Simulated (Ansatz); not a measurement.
# ScHg: bands on a fine mesh, and optics

Aim: levels on a fine mesh, and what follows from them: optical spectra of independent particles, band edges or the Fermi surface. Runs: cell and atoms relaxed (PAW); reference run (PAW and LAPW); spin-orbit coupling on (PAW and LAPW).

Program: Ansatz 0.2.0. Level of theory: DFT LDA, frozen-core PAW and all-electron LAPW, scalar-relativistic unless said. These are calculated values, not measurements.

## Step 1: The system as given

It takes space group Pm-3m (No. 221, cubic). Conventional cell: a = 3.480 Å, b = 3.480 Å, c = 3.480 Å, α = 90.00°, β = 90.00°, γ = 90.00°. Sc (site symmetry m-3m) has 8 Hg at 3.01 Å as nearest neighbours. Hg (site symmetry m-3m) has 8 Sc at 3.01 Å as nearest neighbours.

Coordinates:

```
Sc Hg
1.0
     3.48000    0.00000    0.00000
     0.00000    3.48000    0.00000
     0.00000    0.00000    3.48000
Sc Hg
1 1
Direct
  0.50000 0.50000 0.50000
  0.00000 0.00000 0.00000
```

Cartesian axes are those of the input's lattice vectors. The structure goes back to a database entry.

## Step 2: Cell and atoms relaxed, PAW

Input file input.yaml:

```yaml
crystal:
  lattice:
    - [3.48, 0.0, 0.0]
    - [0.0, 3.48, 0.0]
    - [0.0, 0.0, 3.48]
  atoms:
    - { symbol: Sc, position: [0.5, 0.5, 0.5] }
    - { symbol: Hg, position: [0.0, 0.0, 0.0] }
kpoints:
  mp_grid: { grid: [10, 10, 10] }
scf:
  occupations: { method: fermi_dirac, width: 0.05 }
hamiltonian:
  xc: lda
  pseudopotentials: { kind: paw }
relax:
  f_tol: 0.002
  max_steps: 80
  cell: {}
output:
  forces: true
  stress: true
```

On the command line:

```
$ ansatz run input.yaml --threads 1 --pin off --max-ram 3072MiB --backend cpu --events-out ev --progress --plain --runs-dir out
```

## Step 3: Reference run, fine mesh, PAW

Input file input.yaml:

```yaml
crystal:
  lattice:
    - [3.42605034879, 0.0, 0.0]
    - [0.0, 3.42605034879, 0.0]
    - [0.0, 0.0, 3.42605034879]
  atoms:
    - { symbol: Sc, position: [0.5, 0.5, 0.5] }
    - { symbol: Hg, position: [0.0, 0.0, 0.0] }
kpoints:
  mp_grid: { grid: [10, 10, 10] }
scf:
  occupations: { method: fermi_dirac, width: 0.05 }
hamiltonian:
  xc: lda
  pseudopotentials: { kind: paw }
output:
  forces: true
  stress: true
  eigenvalues: true
  eigenstates:
    nscf_kmesh: { grid: [16, 16, 16] }
    de_dk: true
    e_range: [-14, 14]
  optics:
    e_range: [0, 25]
    de: 0.2
    sigma: 0.1
    bands: { spectra_wanted_up_to: 25 }
    nscf_kmesh: { grid: [16, 16, 16] }
    drude_damping: 0.03
checkpoint:
  write: ck
  write_wavefunctions: false
```

## Step 4: Reference run, fine mesh, LAPW

Changes to input.yaml since step 3:

```diff
@@ -14,3 +14,3 @@
   xc: lda
-  pseudopotentials: { kind: paw }
+  pseudopotentials: { kind: all_electron, lapw: { basis_error: 0.001 } }
 output:
```

## Step 5: Spin-orbit coupling on, fine mesh, PAW

Input file input.yaml:

```yaml
crystal:
  lattice:
    - [3.42605034879, 0.0, 0.0]
    - [0.0, 3.42605034879, 0.0]
    - [0.0, 0.0, 3.42605034879]
  atoms:
    - { symbol: Sc, position: [0.5, 0.5, 0.5] }
    - { symbol: Hg, position: [0.0, 0.0, 0.0] }
kpoints:
  mp_grid: { grid: [10, 10, 10] }
scf:
  occupations: { method: fermi_dirac, width: 0.05 }
hamiltonian:
  xc: lda
  pseudopotentials: { kind: paw_fr }
magnetization:
  noncollinear: true
  spin_orbit: true
output:
  forces: true
  stress: true
  eigenvalues: true
  eigenstates:
    nscf_kmesh: { grid: [12, 12, 12] }
    de_dk: true
    e_range: [-14, 14]
checkpoint:
  write: ck
  write_wavefunctions: false
```

## Step 6: Spin-orbit coupling on, fine mesh, LAPW

Changes to input.yaml since step 5:

```diff
@@ -14,3 +14,3 @@
   xc: lda
-  pseudopotentials: { kind: paw_fr }
+  pseudopotentials: { kind: all_electron, lapw: { basis_error: 0.001 } }
 magnetization:
@@ -26,2 +26,9 @@
     e_range: [-14, 14]
+  optics:
+    e_range: [0, 25]
+    de: 0.2
+    sigma: 0.1
+    bands: { spectra_wanted_up_to: 25 }
+    nscf_kmesh: { grid: [12, 12, 12] }
+    drude_damping: 0.03
 checkpoint:
```

(Steps that only read results are left out.)

Q: Predict the outcome of this session. Wanted: states at the Fermi level; bare Sommerfeld coefficient; plasma energy; strongest local maximum of Im εxx; peak of the loss function along x.

**Answer**, as computed:

| quantity | value |
| --- | --- |
| states at the Fermi level (PAW) | 1.11 per eV and atom |
| bare Sommerfeld coefficient | 2.61 mJ/(K² mol of atoms) |
| plasma energy (x, y, z) | 4.6, 4.6, 4.6 eV |
| strongest local maximum of Im εxx | 0.8 eV |
| peak of the loss function along x | 12.5 eV |

**Reading.** Without spin-orbit coupling it is a metal with 3 bands crossing the Fermi level, 1.11 states per eV and atom there and a mean speed of 0.34 × 10⁶ m/s. These are bare band values on this mesh, without coupling to phonons. The spectra hold no excitons and no local fields. Cautions: frozen-core PAW files fitted under PBE, their cores solved anew for the functional of the run; filled d bands lie too high at this level, so their transitions start too early; these sums move with the mesh, by several per cent and more for small sheets.
